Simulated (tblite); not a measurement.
# C5H11N3Si: the cost of one run

Programs: tblite 0.8.0 and PySCF 2.14.0, with density-fitted response routines of our own. Each step states its level of theory. These are calculated values for one molecule in the gas phase, unless marked as measured. Atoms count from 0, in the outputs and in this text.

### Step 1. The molecule as given

20 atoms, charge 0, multiplicity 1; geometry from: force field or distance geometry start.

Bonds of the start (Å): C0–C1 1.53, C1–C2 1.51, C1–N3 1.45, N3–N4 1.35, N4–N5 1.30, N5–C6 1.36, C6–C7 1.40, C7–Si8 1.82, C7–N3 1.34, C0–H9 1.13, C0–H10 1.10, C0–H11 1.09, C1–H12 1.09, C2–H13 1.12, C2–H14 1.10, C2–H15 1.14, C6–H16 1.07, Si8–H17 1.47, Si8–H18 1.48, Si8–H19 1.47.

### Step 2. Optimising the geometry with GFN2-xTB

What the job is given:

```
{"job": {"kind": "relax", "xc": "GFN2-xTB", "basis": "xTB"}, "charge": 0, "multiplicity": 1}
C     -2.221000    -0.591000    -0.643300
C     -0.998000     0.257400    -0.311300
C     -1.345700     0.992500     0.956700
N      0.091700    -0.681900    -0.146000
N     -0.004700    -2.023600    -0.202600
N      1.140000    -2.611900    -0.022300
C      2.041800    -1.620400     0.184600
C      1.373200    -0.394800     0.116900
Si     2.168000     1.229300     0.329500
H     -2.577600    -1.031700     0.332900
H     -2.976300     0.086800    -1.066900
H     -1.885100    -1.353000    -1.346600
H     -0.841900     0.918400    -1.162100
H     -1.679700     2.014900     0.654200
H     -0.525900     1.049900     1.686700
H     -2.259800     0.551500     1.473800
H      3.080600    -1.805300     0.378000
H      1.881700     1.862500     1.624500
H      3.633400     1.016800     0.314000
H      1.900100     2.144400    -0.792400
```

The run is started by

```console
OMP_NUM_THREADS=1 python probes_run.py task.json out
```

The driver reads the jobs from task.json and runs them one after another.

**Question.** How long does this first job take on 1 thread of Arm Neoverse N1, shared host, and how much memory does it need?

About 2.2 s, with a peak of 0.18 GiB.
